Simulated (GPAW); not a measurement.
Crystal: Mo3Ru3C2.

```xyz
8
Lattice="2.9093 0.0000 0.0000 -1.4546 2.5195 0.0000 0.0000 0.0000 13.8833" Properties=species:S:1:pos:R:3 pbc="T T T"
Ru    0.0000    1.6797    4.8034
Ru    0.0000    0.0000    6.9417
Ru    1.4546    0.8398    9.0799
Mo    0.0000    1.6797   11.2748
Mo    0.0000    0.0000    0.0000
Mo    1.4546    0.8398    2.6085
C     1.4546    0.8398   12.5113
C     0.0000    1.6797    1.3721
```

The cell comes from a database or a generator and needn't be the stable form of this composition.

Program: GPAW 26.7.0. Alike in all runs: no spin polarisation; cell as given; smearing fermi-dirac 0.05 eV.

Order these runs on this cell by their pressure, lowest first.
A. level PBE; potentials or basis GPAW PAW data sets (gpaw-data 1.2.1), pw; k mesh 6 × 6 × 2; cutoff (eV) 600; maxiter 120; convergence default; mesh quality coarse
B. level PBEsol; potentials or basis PAW data sets generated in the run's folder for this functional, pw; k mesh 7 × 7 × 2; cutoff (eV) 800; maxiter 150; band path GMKGALHA,LM,KH; band points 60; mesh quality not flagged
C. level LDA; potentials or basis the program's PAW data sets (release 1.2.1) made for this functional, pw; k mesh 6 × 6 × 2; cutoff (eV) 600; maxiter 120; convergence default; mesh quality coarse

C (-17.6 GPa), B (-11.7 GPa), A (-2.9 GPa).

Caveats: some runs use coarse meshes; the cutoff is short for stress and forces, so pressures can be off by a GPa or more (some runs); so large a pressure means that the cell lies far from this level's equilibrium, or that cutoff or potentials fall short (some runs).
